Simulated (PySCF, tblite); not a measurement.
# C₇H₁₁BOSi: geometry, infrared bands and NMR shifts

Aim: predict the infrared bands and NMR shifts of C₇H₁₁BOSi (`BC[SiH2]Oc1ccccc1`).

Computed with tblite 0.8.0 and PySCF 2.14.0, with density-fitted response routines of our own, on a single molecule in the gas phase. Atoms are numbered from 0 throughout.

### 1 Starting geometry

21 atoms, charge 0, multiplicity 1; geometry from: force field or distance geometry start.

Bonds of the start (Å): B0–C1 1.58, C1–Si2 1.86, Si2–O3 1.73, O3–C4 1.39, C4–C5 1.38, C5–C6 1.39, C6–C7 1.39, C7–C8 1.37, C8–C9 1.39, C9–C4 1.38, B0–H10 1.18, B0–H11 1.20, C1–H12 1.12, C1–H13 1.10, Si2–H14 1.49, Si2–H15 1.48, C5–H16 1.06, C6–H17 1.08, C7–H18 1.07, C8–H19 1.10, C9–H20 1.08.

### 2 Optimising the geometry with GFN2-xTB

The job: settings as JSON, then the geometry in Å.

```
{"job": {"kind": "relax", "xc": "GFN2-xTB", "basis": "xTB"}, "charge": 0, "multiplicity": 1}
B     -4.322800     0.030900     0.101400
C     -3.019500    -0.858500     0.136100
Si    -1.579500     0.281200    -0.182100
O     -0.267000    -0.706900    -0.728600
C      1.009400    -0.358900    -0.296500
C      1.798000    -1.269200     0.367900
C      3.077500    -0.908800     0.781800
C      3.535700     0.375400     0.512700
C      2.756100     1.278600    -0.158700
C      1.482600     0.911600    -0.561900
H     -4.264400     1.066600     0.670600
H     -4.898400     0.072400    -0.954600
H     -2.901000    -1.300100     1.162400
H     -2.985700    -1.621200    -0.656500
H     -1.949100     1.288600    -1.221000
H     -1.184100     0.994700     1.052900
H      1.440100    -2.246400     0.578100
H      3.731600    -1.585700     1.312300
H      4.509900     0.687800     0.819700
H      3.173800     2.274900    -0.339000
H      0.848100     1.609800    -1.088000
```

On the command line:

```sh
OMP_NUM_THREADS=1 python probes_run.py task.json out
```

The driver reads the jobs from task.json and runs them one after another.

The log of the run:

```text
step      E/eV     max force
  0    -751.89097    2.203
  1    -752.11070    1.678
  2    -752.26022    1.004
  3    -752.32941    0.909
  4    -752.39441    0.343
  5    -752.40642    0.269
  6    -752.42082    0.268
  7    -752.43089    0.296
  8    -752.43958    0.216
  9    -752.44714    0.213
 10    -752.45488    0.250
 11    -752.46174    0.210
 12    -752.46753    0.160
 13    -752.47237    0.178
 14    -752.47751    0.203
 15    -752.48335    0.238
 16    -752.48862    0.162
 17    -752.49295    0.165
 18    -752.49729    0.168
 19    -752.50231    0.261
 20    -752.50799    0.276
 21    -752.51392    0.181
 22    -752.51957    0.168
 23    -752.52520    0.191
 24    -752.53156    0.310
 25    -752.53844    0.308
 26    -752.54538    0.198
 27    -752.55240    0.251
 28    -752.55855    0.214
 29    -752.56231    0.212
 30    -752.56603    0.145
 31    -752.56863    0.123
 32    -752.57242    0.132
 33    -752.57543    0.150
 34    -752.57885    0.124
 35    -752.58126    0.101
 36    -752.58358    0.099
 37    -752.58595    0.112
 38    -752.58812    0.121
 39    -752.59022    0.108
 40    -752.59208    0.091
 41    -752.59395    0.088
 42    -752.59548    0.096
 43    -752.59688    0.102
 44    -752.59843    0.108
 45    -752.60017    0.101
 46    -752.60163    0.081
 47    -752.60286    0.091
 48    -752.60414    0.108
 49    -752.60587    0.125
 50    -752.60802    0.132
 51    -752.61021    0.093
 52    -752.61197    0.089
 53    -752.61326    0.071
 54    -752.61411    0.073
 55    -752.61486    0.055
 56    -752.61565    0.062
 57    -752.61667    0.072
 58    -752.61765    0.075
 59    -752.61834    0.070
 60    -752.61875    0.046
 61    -752.61915    0.064
 62    -752.61968    0.080
 63    -752.62029    0.079
 64    -752.62074    0.054
 65    -752.62101    0.036
 66    -752.62122    0.035
 67    -752.62146    0.037
 68    -752.62171    0.037
 69    -752.62189    0.022
 70    -752.62200    0.022
 71    -752.62211    0.026
 72    -752.62224    0.029
 73    -752.62235    0.020
 74    -752.62241    0.016
 75    -752.62246    0.016
 76    -752.62251    0.019
 77    -752.62256    0.015
 78    -752.62259    0.012
 79    -752.62261    0.011
 80    -752.62265    0.017
 81    -752.62269    0.019
 82    -752.62274    0.019
 83    -752.62280    0.024
 84    -752.62287    0.025
 85    -752.62297    0.035
 86    -752.62307    0.035
 87    -752.62316    0.020
 88    -752.62321    0.017
 89    -752.62326    0.014
 90    -752.62331    0.016
 91    -752.62336    0.018
 92    -752.62342    0.021
 93    -752.62349    0.021
 94    -752.62357    0.025
 95    -752.62365    0.025
 96    -752.62372    0.016
 97    -752.62377    0.018
 98    -752.62385    0.030
 99    -752.62394    0.034
100    -752.62403    0.021
101    -752.62408    0.014
102    -752.62411    0.017
103    -752.62416    0.027
104    -752.62422    0.030
105    -752.62428    0.021
106    -752.62433    0.017
107    -752.62438    0.017
108    -752.62444    0.029
109    -752.62454    0.035
110    -752.62463    0.027
111    -752.62468    0.012
112    -752.62471    0.009
```

Run time: 1.8 s. Hardware: 1 thread of Arm Neoverse N1, shared host.

Step by step: (not every step is listed)

```csv
step,energy from step 0 (eV),largest force (eV/Å)
0,0.0000,2.2030
1,-0.2197,1.6782
2,-0.3692,1.0036
3,-0.4384,0.9089
4,-0.5034,0.3425
5,-0.5154,0.2690
6,-0.5299,0.2678
7,-0.5399,0.2965
8,-0.5486,0.2160
17,-0.6020,0.1650
26,-0.6544,0.1977
35,-0.6903,0.1007
44,-0.7075,0.1079
53,-0.7223,0.0714
62,-0.7287,0.0805
71,-0.7311,0.0257
80,-0.7317,0.0167
89,-0.7323,0.0137
98,-0.7329,0.0301
107,-0.7334,0.0166
108,-0.7335,0.0289
109,-0.7336,0.0350
110,-0.7337,0.0269
111,-0.7337,0.0121
112,-0.7337,0.0092
```

Distances of close pairs at the start and the end, largest changes first:

```csv
bond,before (Å),after (Å),change (Å)
Si2–O3,1.731,1.627,-0.104
O3–C4,1.392,1.351,-0.041
C1–Si2,1.864,1.903,+0.040
B0–C1,1.578,1.540,-0.038
C1–H12,1.124,1.089,-0.035
B0–H11,1.203,1.170,-0.033
Si2–H14,1.494,1.468,-0.025
C5–H16,1.062,1.079,+0.017
```

The final coordinates are the input of the step that follows.

### 3 Vibrational analysis with GFN2-xTB

The job: settings as JSON, then the geometry in Å.

```
{"job": {"kind": "ir", "xc": "GFN2-xTB", "basis": "xTB"}, "charge": 0, "multiplicity": 1}
B     -4.351100     0.007655    -0.095998
C     -3.068093    -0.834529     0.034806
Si    -1.650914     0.416627    -0.186824
O     -0.341800    -0.491477     0.143910
C      0.980676    -0.214784     0.162649
C      1.852579    -1.216623     0.579731
C      3.213638    -0.979062     0.616065
C      3.718518     0.253161     0.236240
C      2.851409     1.248970    -0.179461
C      1.487577     1.020782    -0.216246
H     -4.836747     0.498568     0.848839
H     -4.818496     0.213915    -1.149010
H     -2.932867    -1.311806     1.003770
H     -2.944735    -1.593501    -0.736095
H     -1.594837     0.944251    -1.555923
H     -1.725236     1.550319     0.742132
H      1.445835    -2.172681     0.871217
H      3.883891    -1.760487     0.942024
H      4.781968     0.435406     0.263726
H      3.236682     2.212269    -0.478851
H      0.803133     1.789972    -0.537767
```

The log of the run:

```text
mode    cm-1     km/mol
  1      39.1      0.11
  2      51.1      0.02
  3      70.0      1.65
  4      76.3      0.22
  5     183.6      2.12
  6     189.7      0.52
  7     227.6      0.26
  8     256.2      0.13
  9     358.9      0.34
 10     378.0      0.08
 11     479.9     16.16
 12     500.3     56.25
 13     501.1     16.58
 14     588.6      0.07
 15     636.6     28.98
 16     659.3      1.10
 17     681.1      1.92
 18     699.8     20.12
 19     735.0     11.83
 20     763.3     45.04
 21     776.1    342.71
 22     810.6    110.85
 23     840.9    289.59
 24     870.5      3.68
 25     881.8     67.85
 26     889.1     12.30
 27     924.0      0.02
 28     926.9      0.10
 29     934.4    162.33
 30    1002.0    123.54
 31    1033.8     15.39
 32    1066.4     43.91
 33    1077.0    181.20
 34    1078.7     75.82
 35    1112.1      2.85
 36    1178.6      1.23
 37    1183.2     23.14
 38    1221.7    208.93
 39    1266.2    231.46
 40    1275.7    106.15
 41    1320.0      9.41
 42    1438.6      1.62
 43    1464.9      0.38
 44    1472.2    134.40
 45    1586.6      4.25
 46    1599.5     71.93
 47    2203.2    448.46
 48    2243.2    133.69
 49    2630.9    164.52
 50    2656.9    169.33
 51    2991.6     44.05
 52    2997.1     27.58
 53    3080.9      2.87
 54    3083.5     18.97
 55    3096.0     70.96
 56    3101.5     56.13
 57    3104.8      8.34
```

Wall time 1.7 s (1 thread of Arm Neoverse N1, shared host).

Which atoms move in the most intense modes:

```csv
cm⁻¹,km/mol,atoms
776,342.7,"H15 37 %, H14 35 %, Si2 17 %"
841,289.6,"H10 29 %, H11 28 %, B0 22 %"
1077,181.2,"H12 43 %, C1 15 %"
1222,208.9,"H11 34 %, H10 34 %, B0 26 %"
1266,231.5,"C4 32 %, H17 19 %, O3 18 %, H16 10 %"
2203,448.5,"H14 57 %, H15 39 %"
2631,164.5,"H11 49 %, H10 47 %"
2657,169.3,"H10 45 %, H11 43 %, B0 11 %"
```

### 4 NMR shieldings: PBE0/pcSseg-1

Settings changed since step 3:

```diff
@@ -1,2 +1,2 @@
-{"job": {"kind": "ir", "xc": "GFN2-xTB", "basis": "xTB"}, "charge": 0, "multiplicity": 1}
+{"job": {"kind": "nmr", "xc": "PBE0", "basis": "pcSseg-1"}, "charge": 0, "multiplicity": 1}
 B     -4.351100     0.007655    -0.095998
```

Method: GIAO PBE0/pcSseg-1 NMR shielding, non-relativistic, gas phase.

The log of the run:

```text
coarse grid: 18224 points
cycle   1  E = -662.1499805790  dE =  1.551e+00  |g| = 7.055e-01  |ddm| = 4.366e+00
cycle   2  E = -662.0828193384  dE =  6.716e-02  |g| = 9.378e-01  |ddm| = 1.493e+00
cycle   3  E = -662.2506447144  dE = -1.678e-01  |g| = 1.272e-01  |ddm| = 9.394e-01
cycle   4  E = -662.2536613781  dE = -3.017e-03  |g| = 4.129e-02  |ddm| = 1.400e-01
cycle   5  E = -662.2540308562  dE = -3.695e-04  |g| = 1.333e-02  |ddm| = 4.770e-02
cycle   6  E = -662.2540733327  dE = -4.248e-05  |g| = 4.456e-03  |ddm| = 1.648e-02
cycle   7  E = -662.2540784352  dE = -5.102e-06  |g| = 1.185e-03  |ddm| = 5.279e-03
final grid: 171896 points
cycle   8  E = -662.3211925979  dE = -3.468e-05  |g| = 1.086e-02  |ddm| = 4.224e-02
cycle   9  E = -662.3211696860  dE =  2.291e-05  |g| = 1.555e-02  |ddm| = 2.079e-02
cycle  10  E = -662.3212178046  dE = -4.812e-05  |g| = 1.735e-03  |ddm| = 1.274e-02
cycle  11  E = -662.3212184423  dE = -6.377e-07  |g| = 3.000e-04  |ddm| = 1.979e-03
cycle  12  E = -662.3212184585  dE = -1.622e-08  |g| = 1.402e-04  |ddm| = 3.699e-04
cycle  13  E = -662.3212184636  dE = -5.055e-09  |g| = 4.265e-05  |ddm| = 1.675e-04
cycle  14  E = -662.3212184641  dE = -4.741e-10  |g| = 1.064e-05  |ddm| = 5.068e-05
converged SCF energy = -662.3212184641

GIAO shielding tensors (ppm)
atom      isotropic    diamagn.    paramagn.     s11        s22        s33       span
  0 B       13.614     190.075    -176.461    -71.976    -23.596    136.414    208.390
  1 C      149.619     257.894    -108.275     84.082    168.474    196.302    112.220
  2 Si     381.622     884.195    -502.572    328.655    382.989    433.223    104.569
  3 O      237.688     401.459    -163.771    162.414    259.311    291.339    128.925
  4 C       24.971     248.419    -223.448    -70.150     28.583    116.481    186.630
  5 C       61.379     252.683    -191.305    -28.744     49.403    163.477    192.220
  6 C       51.093     253.468    -202.376    -59.761     37.443    175.596    235.358
  7 C       60.356     254.066    -193.710    -47.067     47.981    180.154    227.221
  8 C       52.397     252.619    -200.222    -57.035     38.202    176.026    233.061
  9 C       67.763     259.248    -191.485    -21.546     57.530    167.305    188.852
 10 H       23.682      27.923      -4.242     15.566     26.919     28.560     12.994
 11 H       23.781      27.842      -4.061     15.701     26.953     28.688     12.987
 12 H       28.855      32.932      -4.077     25.968     27.657     32.940      6.972
 13 H       28.747      32.547      -3.799     26.121     27.283     32.837      6.716
 14 H       26.339      32.516      -6.177     22.307     25.882     30.828      8.521
 15 H       26.517      32.423      -5.906     22.669     25.945     30.938      8.269
 16 H       24.400      33.052      -8.652     20.493     24.015     28.692      8.199
 17 H       24.079      29.012      -4.932     20.721     24.601     26.916      6.195
 18 H       24.455      28.177      -3.722     21.197     25.365     26.803      5.606
 19 H       24.155      29.940      -5.786     20.696     24.546     27.222      6.526
 20 H       24.887      35.513     -10.626     20.696     24.403     29.561      8.865
```

It took 91 s on 1 thread of Arm Neoverse N1, shared host; peak memory 1.1 GiB.

The references, computed at this level on geometries of the same kind, shield at (ppm): ¹H TMS 31.72, ¹³C TMS 186.9, ²⁹Si TMS 349.2, ¹⁷O H2O 336.1, ¹¹B BF3·OEt2 100.1. Their shielding less the atom's gives the shift. The references are single molecules in the gas phase, so shifts against H2O, NH3, PH3, H3PO4 or CFCl3 are not on the usual liquid scales and can be off by tens of ppm. Atoms listed in one row are averaged.

```csv
atoms,environment,σ (ppm),δ (ppm),δ scaled to CDCl3
C4,aromatic carbon bearing oxygen,25.0,162.0,156.2
"C6, C8",aromatic CH,51.7,135.2,130.0
C7,aromatic CH,60.4,126.6,121.6
"C5, C9",aromatic CH,64.6,122.4,117.5
C1,sp3 CH2 bonded to B and Si,149.6,37.3,34.5
"H10, H11",hydrogen on a boron bonded to C,23.73,7.99,–
"H17, H19",hydrogen on an aromatic CH,24.12,7.60,7.27
H18,hydrogen on an aromatic CH,24.45,7.26,6.95
"H16, H20",hydrogen on an aromatic CH,24.64,7.07,6.77
"H14, H15","hydrogen on a silicon bonded to C, O",26.43,5.29,–
"H12, H13",hydrogen on an sp3 CH2 bonded to B and Si,28.80,2.92,2.85
B0,"boron bonded to C, 2 H",13.6,86.5,–
Si2,"silicon bonded to C, O, 2 H",381.6,-32.5,–
O3,"oxygen bonded to C, Si",237.7,98.4,–
```

The scaled column applies a straight-line fit of computed shieldings to shifts measured in CDCl3 (root-mean-square error 0.16 ppm for H, 1.9 ppm for C).

The run also stored atomic charges by several schemes (e):

```csv
atoms,Mulliken,IAO,Hirshfeld,ESP fit
B0,0.12,0.04,0.14,0.35
C1,-0.70,-0.68,-0.22,-0.47
Si2,0.78,1.02,0.42,0.69
O3,-0.63,-0.58,-0.19,-0.51
C4,0.30,0.21,0.08,0.54
"C5, C9",-0.14,-0.20,-0.07,-0.36
"C6, C8",-0.07,-0.14,-0.05,-0.06
C7,-0.08,-0.17,-0.06,-0.27
```

Mayer bond orders: B0–C1 1.08, C1–Si2 0.89, Si2–O3 0.92, O3–C4 0.89, C4–C5 1.41, C5–C6 1.45, C6–C7 1.42, C7–C8 1.44, C8–C9 1.44, C9–C4 1.40.

Ring of atoms C4, C5, C6, C7, C8, C9: NICS(0) -9.6, NICS(1) -11.2, NICS(1)zz -27.8 ppm (means of both faces).

### 5 Results

```
                                                               quantity                                   value
                              strongest single infrared mode (GFN2-xTB)                   2203 cm⁻¹, 448 km/mol
                                           zero-point energy (GFN2-xTB)                           97.9 kcal/mol
¹³C shifts against TMS (PBE0/pcSseg-1, means over atoms taken as alike)    162.0, 135.2, 126.6, 122.4, 37.3 ppm
 ¹H shifts against TMS (PBE0/pcSseg-1, means over atoms taken as alike)  7.99, 7.60, 7.26, 7.07, 5.29, 2.92 ppm
                            ¹¹B shifts against BF3·OEt2 (PBE0/pcSseg-1)                                86.5 ppm
                                ²⁹Si shifts against TMS (PBE0/pcSseg-1)                               -32.5 ppm
                                 ¹⁷O shifts against H2O (PBE0/pcSseg-1)                                98.4 ppm
```

In words: The optimisation took 112 steps and gained 0.734 eV; among the close pairs (by a distance rule), Si2–O3 changed most, from 1.731 to 1.627 Å. All 57 modes are real, so the xTB geometry is a minimum. The strongest single mode, at 2203 cm⁻¹, moves mainly H14 and H15. Unscaled tight-binding wavenumbers are off by several per cent, some by more. Its intensities can rank the bands wrongly. NICS(1)zz of -28 ppm above the planar ring from C4 marks a diatropic (aromatic) ring current.
